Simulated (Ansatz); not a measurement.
# LiCuAuO2 (R3m) in Ansatz: convergence with wavefunction cutoff

Aim: find how far wavefunction cutoff must go before the results for LiCuAuO2 settle, at PBE. This setting moves, with any that are tied to it; all else stays.

Program: Ansatz 0.2.0. These are calculated values, not measurements. Logs are shortened: lines on timing, memory, paths and dates and some standing lists are left out, and cuts for length are marked.

**1. The crystal as given**

Symmetry: R3m, No. 160, trigonal system. The conventional cell has a = 3.274 Å, b = 3.274 Å, c = 19.256 Å, α = 90.00°, β = 90.00°, γ = 120.00°. Au (site symmetry 3m) is surrounded by 2 O at 2.07 to 2.10 Å. Around Cu (site symmetry 3m) lie 3 O at 2.01 Å. O (site symmetry 3m) is surrounded by 3 Li at 1.90 Å and 1 Au at 2.10 Å. O (site symmetry 3m) is surrounded by 3 Cu at 2.01 Å and 1 Au at 2.07 Å. Li (site symmetry 3m) has 3 O at 1.90 Å as nearest neighbours.

The cell comes from a database or a generator and needn't be the stable form of this composition.

**2. With wavefunction cutoff 200 eV**

Input file input.yaml:

```yaml
crystal:
  lattice:
    - [1.6371994655, 0.9452375521, 6.418816]
    - [-1.6371994655, 0.9452375521, 6.418816]
    - [0.0, -1.8904751042, 6.418816]
  atoms:
    - { symbol: Au, position: [0.991794, 0.991794, 0.991794] }
    - { symbol: Cu, position: [0.515803, 0.515803, 0.515803] }
    - { symbol: O, position: [0.100922, 0.100922, 0.100922] }
    - { symbol: O, position: [0.884222, 0.884222, 0.884222] }
    - { symbol: Li, position: [0.757259, 0.757259, 0.757259] }
hamiltonian:
  xc: pbe
  pseudopotentials: { kind: paw }
kpoints:
  mp_grid: { grid: [8, 8, 8] }
scf:
  occupations: { method: gaussian, width: 0.05 }
output:
  forces: true
  stress: true
  eigenvalues: true
basis:
  ecutwfc: "200 eV"
```

Potentials or basis: Ansatz PAW.

Run with:

```
$ ansatz run input.yaml --threads 2 --pin off --max-ram 5632MiB --backend cpu --events-out ev --progress --plain --runs-dir out
```

Log:

```text
Warning: basis.ecutwfc = 200 eV is below the records' recommended 420 eV, and the density's cutoff is lower with it unless basis.ecutrho_ratio is high enough to keep the records' density cutoff: compare with a run at a higher cutoff
Warning: RAYON_NUM_THREADS=2 ignored (pool sized by the plan → 2); use --threads N
basis.fft_grid_basis auto: the FFT boxes are laid along the combinations [[1, 0, -1], [0, 1, -1], [0, 0, 1]] of the cell's own vectors, 3.274, 3.274 and 6.691 Å long. The dense box has 16×16×32 points. Along the cell's own vectors, as sized, it would have 32×32×32, 4.00 times as many. Of the 6 symmetry operations that the crystal satisfies within crystal.symmetry.tolerance (time reversal apart; of a slab, those that keep its plane) the dense box along the cell's own vectors carries 6, and the one as laid loses 4 of those. basis.fft_grid_basis: typed keeps the cell's own vectors: state it where this run's energies or levels are differenced outside the engine with another run's, or held beside a run that keeps those vectors.
Engine: ansatz 0.2.0, aarch64-unknown-linux-gnu
Pseudopotentials: kind: paw
Pseudopotential: Au, paw, valence charge 19, recommended cutoff 420 eV (normal), Au.paw.azcp
Pseudopotential: Cu, paw, valence charge 19, recommended cutoff 420 eV (normal), Cu.paw.azcp
Pseudopotential: O, paw, valence charge 6, recommended cutoff 420 eV (normal), O.paw.azcp
Pseudopotential: Li, paw, valence charge 3, recommended cutoff 420 eV (normal), Li.paw.azcp
Functional definition: PBE
  parameter kappa = 0.804
  parameter beta = 0.06672455060314922
  exchange = pbe_x(kappa = kappa, mu = beta*pi^2/3)
  correlation = pbe_c(beta = beta)
Crystal: 5 atoms, lattice volume = 59.600 Å³
Basis set: ecut = 200 eV, 387 PW (Γ), FFT grids on a1−a3, a2−a3, a3, exchange–correlation on 32×32×64 points (8 copies of the dense FFT grid, shifted against one another)
Bands: 32, of which v1, the nominal top of the filled ones, is band 27 counted from 1 (26 counted from 0)
Symmetry: 6 space group operations
Space group: R3m (ITA 160), of the structure as read, at distance tolerance 3.9e-5 Å
k-points: 65 of 512 (time reversal used)
Non-local potential: Au, projectors of the file, l = 0: 3, l = 1: 2, l = 2: 2, l = 3: 1
[... 38 lines left out ...]
  E_local      = -8114.694162  (includes V_loc(G=0)·N_el)
  E_nonlocal   = 564.551363
  E_hartree    = 3464.458240
  E_xc         = -488.053237
  E_vxc        = -608.419040  (∫ρ·V_xc dr)
  E_paw        = -11772.258718  (= ΣΔE_a)
  E_vpaw       = -1064.398473  (= ΣTr[D̂ρ^β])
  E_aug_tail   = 0.046766  (compensation charges beyond the density's cutoff)
  E_ewald      = -6075.904653
  E_smearing   = -0.006553  (= −TS)
  E_closure    = 0.000000  (closes the sum)
  Σ components = -21075.763332   (vs F -21075.763332, Δ=0.00e0)
--- Forces (eV/Å), atoms counted from 1 ---
  atom   1  Au     0.00000000     0.00000000     0.51592038
  atom   2  Cu     0.00000000    -0.00000000    -0.97641981
  atom   3  O      0.00000000     0.00000000    -0.49593973
  atom   4  O     -0.00000000     0.00000000     0.72985824
  atom   5  Li     0.00000000     0.00000000     0.22674250
  max |Σ_I F_I| component: 1.62e-4 eV/Å
--- Stress (GPa, compression-positive) ---
       11.784706       0.000000       0.000000
        0.000000      11.784706      -0.000000
       -0.000000      -0.000000      -2.638343
  P = ⅓ Tr σ = 6.9770 GPa (69.770 kbar)
--- Band table (eV; the first three rows and the last of 65) ---
  k-point 0: bands = ["-104.0667", "-97.5810", "-61.4471", "-61.4471", "-61.2917", "-48.3699", "-47.8726", "-47.8726", "-33.6860", "-9.6018", "-8.1067", "3.0013", "4.8648", "4.8855", "4.8855", "6.5643", "6.5643", "6.6858", "6.8005", "6.8005", "7.1508", "7.1508", "8.1833", "8.8212", "8.8212", "10.2982", "10.2982", "11.0068", "15.1315", "16.6353", "20.5597", "22.5318"]
  k-point 1: bands = ["-104.0746", "-97.5824", "-61.4763", "-61.4518", "-61.2646", "-48.3532", "-47.8913", "-47.8785", "-33.6851", "-9.5587", "-8.0978", "3.1443", "4.7815", "4.9678", "5.1524", "6.4605", "6.6056", "6.6385", "6.7644", "6.7781", "7.1947", "7.2256", "8.0669", "8.4916", "8.6852", "9.9872", "10.0641", "11.4200", "15.6121", "16.7392", "20.7312", "22.2100"]
  k-point 2: bands = ["-103.9551", "-97.5571", "-61.4446", "-61.3098", "-61.2149", "-48.3327", "-47.8743", "-47.7986", "-33.6689", "-9.4422", "-8.0752", "3.4271", "4.6590", "5.1172", "5.6583", "6.2072", "6.5461", "6.7044", "6.8937", "7.1331", "7.2063", "7.2515", "7.9465", "8.5154", "8.6609", "9.6147", "9.8224", "12.2146", "16.3469", "17.2081", "19.8319", "21.2990"]
  k-point 64: bands = ["-104.0438", "-97.5759", "-61.5036", "-61.5036", "-61.1375", "-48.2938", "-47.9080", "-47.9080", "-33.6858", "-9.5519", "-8.1905", "4.0423", "4.8737", "4.9755", "4.9755", "5.3495", "6.4830", "6.4830", "6.5441", "6.5441", "7.2564", "7.2564", "8.0716", "9.0033", "9.0033", "9.9561", "9.9561", "13.1836", "13.8158", "17.9406", "19.2487", "22.7619"]
```

Run time: 3 s. Hardware: 2 threads of Arm Neoverse V2, shared host; peak memory 0.34 GiB.

What came out:

- Free energy: -21075.7633 eV
- Pressure: 7.0 GPa
- Largest force: 0.976 eV/Å
- Band gap on the k mesh: none (metal or under the smearing width)

**3. With wavefunction cutoff 250 eV**

input.yaml, as its differences from that of step 2:

```diff
@@ -23,2 +23,2 @@
 basis:
-  ecutwfc: "200 eV"
+  ecutwfc: "250 eV"
```

Potentials or basis: Ansatz PAW.

Run with:

```
$ ansatz run input.yaml --threads 2 --pin off --max-ram 5632MiB --backend cpu --events-out ev --progress --plain --runs-dir out
```

Wall time 3.9 s (2 threads of Arm Neoverse V2, shared host); peak memory 0.32 GiB.

What came out:

| Quantity | Value |
| --- | --- |
| Free energy | -21105.2114 eV |
| Pressure | -6.1 GPa |
| Largest force | 0.773 eV/Å |
| Band gap on the k mesh | none (metal or under the smearing width) |

**4. With wavefunction cutoff 300 eV**

input.yaml, as its differences from that of step 3:

```diff
@@ -23,2 +23,2 @@
 basis:
-  ecutwfc: "250 eV"
+  ecutwfc: "300 eV"
```

Run with:

```
$ ansatz run input.yaml --threads 2 --pin off --max-ram 5632MiB --backend cpu --events-out ev --progress --plain --runs-dir out
```

Wall time 4 s (2 threads of Arm Neoverse V2, shared host); peak memory 0.34 GiB.

Results:

| Item | Value |
| --- | --- |
| Free energy | -21111.1532 eV |
| Pressure | -1.2 GPa |
| Largest force | 0.431 eV/Å |
| Band gap on the k mesh | none (metal or under the smearing width) |

**5. With wavefunction cutoff 350 eV**

input.yaml, as its differences from that of step 4:

```diff
@@ -23,2 +23,2 @@
 basis:
-  ecutwfc: "300 eV"
+  ecutwfc: "350 eV"
```

Run with:

```
$ ansatz run input.yaml --threads 2 --pin off --max-ram 5632MiB --backend cpu --events-out ev --progress --plain --runs-dir out
```

It took 4.2 s on 2 threads of Arm Neoverse V2, shared host; peak memory 0.35 GiB.

Results:

| Quantity | Value |
| --- | --- |
| Free energy | -21112.2500 eV |
| Pressure | -1.4 GPa |
| Largest force | 0.321 eV/Å |
| Band gap on the k mesh | none (metal or under the smearing width) |

**6. With wavefunction cutoff 400 eV**

input.yaml, as its differences from that of step 5:

```diff
@@ -23,2 +23,2 @@
 basis:
-  ecutwfc: "350 eV"
+  ecutwfc: "400 eV"
```

Potentials or basis: Ansatz PAW.

Run with:

```
$ ansatz run input.yaml --threads 2 --pin off --max-ram 5632MiB --backend cpu --events-out ev --progress --plain --runs-dir out
```

Run time: 5.2 s. Hardware: 2 threads of Arm Neoverse V2, shared host; peak memory 0.37 GiB.

It converged, with:

- Free energy: -21112.4275 eV
- Pressure: -1.4 GPa
- Largest force: 0.333 eV/Å
- Band gap on the k mesh: none (metal or under the smearing width)

**7. With wavefunction cutoff 450 eV**

input.yaml, as its differences from that of step 6:

```diff
@@ -23,2 +23,2 @@
 basis:
-  ecutwfc: "400 eV"
+  ecutwfc: "450 eV"
```

Run with:

```
$ ansatz run input.yaml --threads 2 --pin off --max-ram 5632MiB --backend cpu --events-out ev --progress --plain --runs-dir out
```

Run time: 5.8 s. Hardware: 2 threads of Arm Neoverse V2, shared host; peak memory 0.39 GiB.

Results (log left out):

- Free energy: -21112.4575 eV
- Pressure: -1.4 GPa
- Largest force: 0.336 eV/Å
- Band gap on the k mesh: none (metal or under the smearing width)

**8. With wavefunction cutoff 500 eV**

input.yaml, as its differences from that of step 7:

```diff
@@ -23,2 +23,2 @@
 basis:
-  ecutwfc: "450 eV"
+  ecutwfc: "500 eV"
```

Run with:

```
$ ansatz run input.yaml --threads 2 --pin off --max-ram 5632MiB --backend cpu --events-out ev --progress --plain --runs-dir out
```

Wall time 6.9 s (2 threads of Arm Neoverse V2, shared host); peak memory 0.41 GiB.

The run converged. Its results:

| Quantity | Value |
| --- | --- |
| Free energy | -21112.4625 eV |
| Pressure | -1.4 GPa |
| Largest force | 0.336 eV/Å |
| Band gap on the k mesh | none (metal or under the smearing width) |

**9. With wavefunction cutoff 600 eV**

input.yaml, as its differences from that of step 8:

```diff
@@ -23,2 +23,2 @@
 basis:
-  ecutwfc: "500 eV"
+  ecutwfc: "600 eV"
```

Potentials or basis: Ansatz PAW.

Run with:

```
$ ansatz run input.yaml --threads 2 --pin off --max-ram 5632MiB --backend cpu --events-out ev --progress --plain --runs-dir out
```

Run time: 9 s. Hardware: 2 threads of Arm Neoverse V2, shared host; peak memory 0.45 GiB.

It converged, with:

* Free energy: -21112.4647 eV
* Pressure: -1.4 GPa
* Largest force: 0.336 eV/Å
* Band gap on the k mesh: none (metal or under the smearing width)

**10. With wavefunction cutoff 800 eV**

input.yaml, as its differences from that of step 9:

```diff
@@ -23,2 +23,2 @@
 basis:
-  ecutwfc: "600 eV"
+  ecutwfc: "800 eV"
```

Run with:

```
$ ansatz run input.yaml --threads 2 --pin off --max-ram 5632MiB --backend cpu --events-out ev --progress --plain --runs-dir out
```

Wall time 12 s (2 threads of Arm Neoverse V2, shared host); peak memory 0.54 GiB.

Results (log left out):

| Item | Value |
| --- | --- |
| Free energy | -21112.4661 eV |
| Pressure | -1.4 GPa |
| Largest force | 0.336 eV/Å |
| Band gap on the k mesh | none (metal or under the smearing width) |

**11. Result**

```tsv
wavefunction cutoff	energy less the tightest run, at zero smearing (meV/atom)	pressure (GPa)	largest force (eV/Å)	SCF cycles	CPU time (s)	peak memory (GiB)
200 eV	7340.54	6.98	0.976	14	5.9	0.34
250 eV	1450.95	-6.08	0.773	14	7.5	0.32
300 eV	262.62	-1.17	0.431	12	7.8	0.34
350 eV	43.23	-1.40	0.321	11	8.2	0.35
400 eV	7.73	-1.40	0.333	12	10	0.37
450 eV	1.72	-1.38	0.336	11	11	0.39
500 eV	0.73	-1.38	0.336	11	14	0.41
600 eV	0.28	-1.38	0.336	11	18	0.45
800 eV	0.00	-1.38	0.336	11	24	0.54
```

Against the tightest run, the energy stays within 1 meV/atom from 500 eV on; the pressure stays within 0.1 GPa from 350 eV on; the largest force stays within 0.005 eV/Å from 400 eV on. The tightest run that finished is the yardstick and may itself not be fully converged.

Caveats: an odd number of electrons without spin polarisation forces a metal; a magnetic or distorted state may lie lower; the run has no spin polarisation, though such a crystal can be magnetic; semilocal functionals often make such compounds metallic where correlation or magnetic order opens a gap, which also shifts bond lengths.
